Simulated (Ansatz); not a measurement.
**ZnS: a line through an energy map**

The task here is to estimate one member of a computed series from the others.

Program: Ansatz 0.2.0. Level of theory: DFT PBE, scalar-relativistic, plane waves, PAW. These are calculated values, not measurements.

16 further runs of the same task are left out: 16 set aside as unsound or not needed.

### The structure to begin with

The structure is hexagonal, space group P6_3mc (No. 186). Conventional cell: a = 3.847 Å, b = 3.847 Å, c = 12.590 Å, α = 90.00°, β = 90.00°, γ = 120.00°. Zn (site symmetry 3m) has 4 S at 2.36 Å as nearest neighbours. S (site symmetry 3m) is surrounded by 4 Zn at 2.36 Å.

As a file:

```
CELL_PARAMETERS angstrom
3.84657 0.00000 0.00000
-1.92329 3.33123 0.00000
0.00000 0.00000 12.58954
ATOMIC_POSITIONS crystal
Zn 0.00000 0.00000 0.00005
Zn 0.00000 0.00000 0.50005
Zn 0.33333 0.66667 0.25002
Zn 0.66667 0.33333 0.75002
S 0.00000 0.00000 0.18729
S 0.00000 0.00000 0.68729
S 0.33333 0.66667 0.43764
S 0.66667 0.33333 0.93764
```

This cell was relaxed beforehand with the same method: volume 20.16 Å³/atom, gap on the mesh 2.05 eV.

### Plan of the line

The energy is mapped over volume and the cell's shape.

The axes are (1) volume per atom: 7 values from 18.55 to 21.78 Å³; (2) c/a of the conventional cell: 7 values from 2.728 to 3.926.

Nothing else is relaxed (fractional coordinates fixed). Energies count from the relaxed crystal. Points are written as (first, second).

The first run:

Contents of input.yaml:

```yaml
crystal:
  lattice:
    - [3.8955366251, 0.0, 0.0]
    - [-1.9477683125, 3.3736336787, 0.0]
    - [0.0, 0.0, 11.2931606761]
  atoms:
    - { symbol: Zn, position: [0.0, 0.0, 4.92057e-05] }
    - { symbol: Zn, position: [0.0, 0.0, 0.5000492057] }
    - { symbol: Zn, position: [0.3333333333, 0.6666666667, 0.2500242903] }
    - { symbol: Zn, position: [0.6666666667, 0.3333333333, 0.7500242903] }
    - { symbol: S, position: [0.0, 0.0, 0.1872905901] }
    - { symbol: S, position: [0.0, 0.0, 0.6872905901] }
    - { symbol: S, position: [0.3333333333, 0.6666666667, 0.4376359138] }
    - { symbol: S, position: [0.6666666667, 0.3333333333, 0.9376359138] }
basis:
  ecutwfc: 520.0
kpoints:
  mp_grid: { grid: [9, 9, 4] }
hamiltonian:
  xc: pbe
scf:
  occupations: { method: gaussian, width: 0.05 }
output:
  forces: true
  stress: true
  eigenvalues: true
```

Started as:

```bash
ansatz run input.yaml --threads 2 --pin off --max-ram 4096MiB --backend cpu --events-out ev --progress --plain --runs-dir out
```

Steps of the session up to this table: The run at (18.55 Å³, 2.899); Grid point (19.09 Å³, 2.899); The run at (19.63 Å³, 2.899); The run at (20.16 Å³, 2.899); Point (21.78 Å³, 2.899).

One table of the session follows, with a row left open; its other results are not shown here.

```
volume per atom (Å³)  energy (meV/atom)  slope (meV/atom per Å³)  pressure (GPa)  band gap on the k-mesh (eV)  largest force on an atom (eV/Å)
               18.55                144                      −59             9.4                         2.19                             1.70
               19.09                117                      −41             6.6                         2.09                             1.50
               19.63                  ?                        ?               ?                            ?                                ?
               20.16                 89                      −12             2.0                         1.89                             1.17
               20.70                 86                       −1             0.1                         1.80                             1.03
               21.24                 88                        9            −1.5                         1.72                             0.90
               21.78                 95                       18            −2.9                         1.64                             0.78
```

**Question.** Estimate the row for volume per atom (Å³) = 19.63.

Worked estimate for «energy (meV/atom)». A straight line through the neighbours (19.09, 117) and (20.16, 89) gives 117 + (89 − 117) × (19.63 − 19.09) / (20.16 − 19.09) = 103; a parabola fitted to 4 rows on both sides gives 99.

As computed: energy (meV/atom): 99; slope (meV/atom per Å³): −26; pressure (GPa): 4.1; band gap on the k-mesh (eV): 1.99; largest force on an atom (eV/Å): 1.33. In «energy (meV/atom)» the line misses by +4 and the parabola by +0.

Energies count from the relaxed crystal. Rows without a step come from runs not printed here or follow by symmetry. Slopes come from the forces (and the stress, where the cell changes), not from differences of energies.

What this shows: Along the line the energy is lowest at 20.70 Å³, 86 meV/atom from the zero. Energies and slopes round the minimum, fitted together, put the minimum at 20.740 Å³, with a curvature of about 20 meV/atom per (Å³)². V·d²E/dV² there is about 66 GPa, a bulk modulus under this line's constraint. The well is lopsided: two grid steps out, the energy rises by 14 meV/atom towards smaller values and 10 meV/atom towards larger ones. The highest point computed, at 18.55 Å³, lies 58 meV/atom above the lowest. This is one cut through a surface in two coordinates; the map's lowest point lies off it. A rigid map gives upper bounds: relaxing the other coordinates can only lower a point.
